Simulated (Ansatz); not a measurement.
# GeW (rocksalt type): how the settings move a single-point run

Aim: see which settings change the result for GeW (rocksalt type), by how much, and at what cost.

Method: reference: DFT, r2SCAN, PAW with Ansatz's default frozen-core files, scalar-relativistic, in Ansatz 0.2.0.

**1. The system as given**

It takes space group Fm-3m (No. 225, cubic). Conventional cell: a = 4.675 Å, b = 4.675 Å, c = 4.675 Å, α = 90.00°, β = 90.00°, γ = 90.00°. W (site symmetry m-3m) is surrounded by 6 Ge at 2.34 Å. Around Ge (site symmetry m-3m) lie 6 W at 2.34 Å.

Coordinates:

```xyz
2
Lattice="0.0000 2.3375 2.3375 2.3375 0.0000 2.3375 2.3375 2.3375 0.0000" Properties=species:S:1:pos:R:3 pbc="T T T"
W     0.0000    0.0000    0.0000
Ge    2.3375    2.3375    2.3375
```

**2. Reference**

The input, input.yaml:

```yaml
crystal:
  lattice:
    - [0.0, 2.3375057368, 2.3375057368]
    - [2.3375057368, 0.0, 2.3375057368]
    - [2.3375057368, 2.3375057368, 0.0]
  atoms:
    - { symbol: W, position: [0.0, 0.0, 0.0] }
    - { symbol: Ge, position: [0.5, 0.5, 0.5] }
kpoints:
  mp_grid: { grid: [13, 13, 13] }
scf:
  occupations: { method: fermi_dirac, width: 0.1 }
hamiltonian:
  xc: r2scan
  pseudopotentials: { kind: paw }
output:
  forces: true
  stress: true
  eigenvalues: true
  populations: true
  write_density: true
  write_potential: true
  elf: true
  volumetric_format: npy
```

Command:

```
> ansatz run input.yaml --threads 1 --pin off --max-ram 2048MiB --backend cpu --events-out ev --progress --plain --runs-dir out
```

**3. Again, with occupations.width 0.05**

Changes to input.yaml since step 2:

```diff
@@ -11,3 +11,3 @@
 scf:
-  occupations: { method: fermi_dirac, width: 0.1 }
+  occupations: { method: fermi_dirac, width: 0.05 }
 hamiltonian:
```

What does the calculation give? Wanted: for each run, ending; energy change; pressure; gap; force.

**Answer**, as computed:

| run | ending | energy change | pressure (GPa) | gap (eV) | force (eV/Å) | cycles | time |
| --- | --- | --- | --- | --- | --- | --- | --- |
| reference | converged | 0 | 91.8 | 0.00 | 0.00 | 7 | 6.5 s |
| 1: occupations.width 0.05 | converged | +1.0 meV/atom (σ→0) | 91.6 | 0.00 | 0.00 | 7 | 6.4 s |

Residual by cycle in the longest SCF loop of each run; runs are numbered as in the table. The quantity is the density residual dr2, in eV.

| cycle | reference | run 1 |
| --- | --- | --- |
| 1 | 0.00659 | 0.00693 |
| 2 | 0.00274 | 0.00283 |
| 3 | 0.00103 | 0.00102 |
| 4 | 1.4e-5 | 1.4e-5 |
| 5 | 2.8e-6 | 2.7e-6 |
| 6 | 1.6e-7 | 1.6e-7 |
| 7 | 6.1e-9 | 6.1e-9 |

**Reading.** Changing the smearing moves the energy by +1.0 meV/atom (σ→0 values). The cell is not at rest: the sound run finds 92 GPa, so these are no properties of the crystal at its own volume. The reference has no spin polarisation; with W present, a magnetic state may lie lower.
